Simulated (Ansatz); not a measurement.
Runs of Ansatz 0.2.0 on FeAu. Symmetry: R-3m, No. 166, trigonal system. Conventional cell: a = 2.823 Å, b = 2.823 Å, c = 13.408 Å, α = 90.00°, β = 90.00°, γ = 120.00°. Au (site symmetry -3m) is surrounded by 6 Fe at 2.77 Å and 6 Au at 2.82 Å. Fe (site symmetry -3m) is surrounded by 6 Au at 2.77 Å and 6 Fe at 2.82 Å. The cell comes from a database or a generator and needn't be the stable form of this composition.

```tsv
level	cutoff (eV)	gap on the mesh (eV)	pressure (GPa)	moment (μB)	relaxed volume (Å³/atom)
PBE	420	none	0.0	(c)	15.33
LDA	420	none	0.0	2.78	(b)
PBEsol	420	none	0.0	(a)	14.56
r2SCAN	500	none	0.0	3.06	15.13
revPBE	420	none	0.0	2.96	15.67
```

Alike in all rows: task relaxation of cell and atoms; potentials or basis Ansatz PAW; spin collinear, ferromagnetic start; cell relaxed; k mesh 11 × 11 × 11; smearing fermi-dirac 0.05 eV.

Fill in the values left out.

(a) 2.85; (b) 14.09; (c) 2.91.

Caveats: the plane-wave basis is chosen anew once the cell has moved, so the energies of steps on either side of that aren't comparable; the PAW data sets come from PBE, with cores solved anew for the run's functional, which leaves a small shift of forces and pressure (some runs); the magnetic or orbital state may not be the lowest (some runs).

A k mesh can miss the band edges, and the runs leave out spin-orbit coupling on Au.

A gap of «none» marks a metal or a gap under the smearing width.
